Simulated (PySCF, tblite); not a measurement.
**C₃H₁₀N₂O₂Si₃: geometry, infrared bands and NMR shifts**

Wanted: the infrared bands and NMR shifts of C₃H₁₀N₂O₂Si₃ (`O=CN[SiH2]O[Si@H]1C=C[SiH2]N1`), by calculation.

The runs use tblite 0.8.0 and PySCF 2.14.0, with density-fitted response routines of our own; the level of theory stands in each step. All values are computed, except where a source is named. Atoms count from 0, in the outputs and in this text.

## 1. The starting structure

20 atoms, charge 0, multiplicity 1; geometry from: force field or distance geometry start.

Bonds of the start (Å): O0–C1 1.22, C1–N2 1.35, N2–Si3 1.75, Si3–O4 1.66, O4–Si5 1.65, Si5–C6 1.84, C6–C7 1.34, C7–Si8 1.84, Si8–N9 1.71, N9–Si5 1.72, C1–H10 1.11, N2–H11 1.01, Si3–H12 1.47, Si3–H13 1.48, Si5–H14 1.48, C6–H15 1.07, C7–H16 1.08, Si8–H17 1.48, Si8–H18 1.48, N9–H19 1.02.

## 2. Relaxing the molecule with GFN2-xTB

Job settings and geometry (Å):

```
{"job": {"kind": "relax", "xc": "GFN2-xTB", "basis": "xTB"}, "charge": 0, "multiplicity": 1}
O      4.958100    -0.254300    -0.922000
C      4.413100    -0.443300     0.152000
N      3.130000    -0.215300     0.507000
Si     1.987900     0.456700    -0.633000
O      0.532800     0.447700     0.169300
Si    -1.011600     0.926500    -0.174800
C     -1.942500    -0.241000    -1.248000
C     -3.092100    -0.625800    -0.680000
Si    -3.356600     0.142200     0.972400
N     -1.833400     0.838600     1.335600
H      4.983500    -0.864300     1.010500
H      2.764800    -0.403000     1.430200
H      2.359400     1.840900    -0.947300
H      1.889000    -0.420300    -1.819200
H     -1.060200     2.322200    -0.671300
H     -1.572500    -0.554000    -2.196700
H     -3.821000    -1.304100    -1.111000
H     -4.374800     1.214900     0.911900
H     -3.643100    -0.861300     2.018200
H     -1.315800     0.163100     1.893100
```

Started as:

```console
> OMP_NUM_THREADS=1 python probes_run.py task.json out
```

One launch serves the whole session: the jobs run in the order shown.

**Question.** This job is followed by: GFN2-xTB harmonic vibrations, gas phase; GIAO PBE0/pcSseg-1 NMR shielding, non-relativistic, gas phase. Predict these results of the whole session: strongest single infrared mode (GFN2-xTB); zero-point energy (GFN2-xTB); 13C shifts against TMS (PBE0/pcSseg-1); 1H shifts against TMS (PBE0/pcSseg-1); 17O shifts against H2O (PBE0/pcSseg-1); 15N shifts against NH3 (PBE0/pcSseg-1); 29Si shifts against TMS (PBE0/pcSseg-1); surface potential, 1st and 99th percentile.

**Answer**, as computed:

```
                                 quantity                                                           value
strongest single infrared mode (GFN2-xTB)                                           1072 cm⁻¹, 972 km/mol
             zero-point energy (GFN2-xTB)                                                   80.7 kcal/mol
   13C shifts against TMS (PBE0/pcSseg-1)                                         167.8, 157.4, 156.7 ppm
    1H shifts against TMS (PBE0/pcSseg-1)  8.33, 7.51, 7.41, 5.62, 5.54, 5.51, 5.27, 5.16, 4.47, 0.40 ppm
   17O shifts against H2O (PBE0/pcSseg-1)                                                 445.2, 70.6 ppm
   15N shifts against NH3 (PBE0/pcSseg-1)                                                 134.7, 25.0 ppm
  29Si shifts against TMS (PBE0/pcSseg-1)                                         -27.5, -35.9, -38.2 ppm
    surface potential, 1st and 99th percentile                                              -1.85 V and 1.82 V
```

Over 133 steps the energy fell by 0.596 eV; of the close pairs, Si3–O4 changed most, 1.662 to 1.613 Å. The lowest mode is slightly imaginary (19i cm⁻¹), a soft motion within the noise of the Hessian, so the minimum is not strictly shown. The strongest single mode, at 1072 cm⁻¹, moves mainly O4. Unscaled tight-binding wavenumbers are off by several per cent, some by more. Its intensities can rank the bands wrongly. At PBE0/pcSseg-1: Shielding is most anisotropic at O0 (span 679 ppm, paramagnetic term -511 ppm). By nearest atom (PBE0/pcSseg-1), the HOMO sits on N9 60 %; H19 7 % and the LUMO on C6, C7 about 30 % each; H15, H16 about 7 % each.
